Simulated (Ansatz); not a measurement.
# Ni2N: the cost of one run

Computed with Ansatz 0.2.0 (DFT PBE, scalar-relativistic, plane waves, PAW, unless a step's input says otherwise).

**1. Starting point**

The structure is hexagonal, space group P6_3/mmc (No. 194). The conventional cell has a = 2.454 Å, b = 2.454 Å, c = 9.546 Å, α = 90.00°, β = 90.00°, γ = 120.00°. Around Ni (site symmetry 3m) lie 3 N at 1.84 Å. N (site symmetry -6m2) has 6 Ni at 1.84 Å as nearest neighbours.

As a file:

```xyz
6
Lattice="2.4543 0.0000 0.0000 -1.2271 2.1255 0.0000 0.0000 0.0000 9.5461" Properties=species:S:1:pos:R:3 pbc="T T T"
Ni    0.0000    1.4170    5.9902
Ni    1.2271    0.7085    1.2171
Ni    0.0000    1.4170    8.3290
Ni    1.2271    0.7085    3.5559
N     0.0000    1.4170    2.3865
N     1.2271    0.7085    7.1596
```

This is candidate A: 2H molybdenite type (P6_3/mmc, No. 194).

(A quick probe on a coarse mesh, which set the mesh and smearing, is not shown.)

**3. Coarse relaxation (candidate A)**

input.yaml reads:

```yaml
crystal:
  lattice:
    - [2.4542655817, 0.0, 0.0]
    - [-1.2271327909, 2.1254563414, 0.0]
    - [0.0, 0.0, 9.5460866935]
  atoms:
    - { symbol: Ni, position: [0.3333333333, 0.6666666667, 0.6275] }
    - { symbol: Ni, position: [0.6666666667, 0.3333333333, 0.1275] }
    - { symbol: Ni, position: [0.3333333333, 0.6666666667, 0.8725] }
    - { symbol: Ni, position: [0.6666666667, 0.3333333333, 0.3725] }
    - { symbol: "N", position: [0.3333333333, 0.6666666667, 0.25] }
    - { symbol: "N", position: [0.6666666667, 0.3333333333, 0.75] }
basis:
  ecutwfc: 420
kpoints:
  mp_grid: { grid: [12, 12, 2] }
hamiltonian:
  xc: pbe
scf:
  occupations: { method: gaussian, width: 0.1 }
  lower_state_search: "off"
output:
  forces: true
  stress: true
  eigenvalues: true
relax:
  adjacent_minimum: "off"
  f_tol: 0.04
  max_steps: 70
  cell: { stress_tol: 0.4 }
```

Started as:

```bash
$ ansatz run input.yaml --threads 1 --pin off --max-ram 2560MiB --backend cpu --events-out ev --progress --plain --runs-dir out
```

Q: Estimate wall time and peak memory on 1 thread of Intel Xeon Platinum 8488C (Sapphire Rapids), shared host.

About 46 s, with a peak of 0.42 GiB.
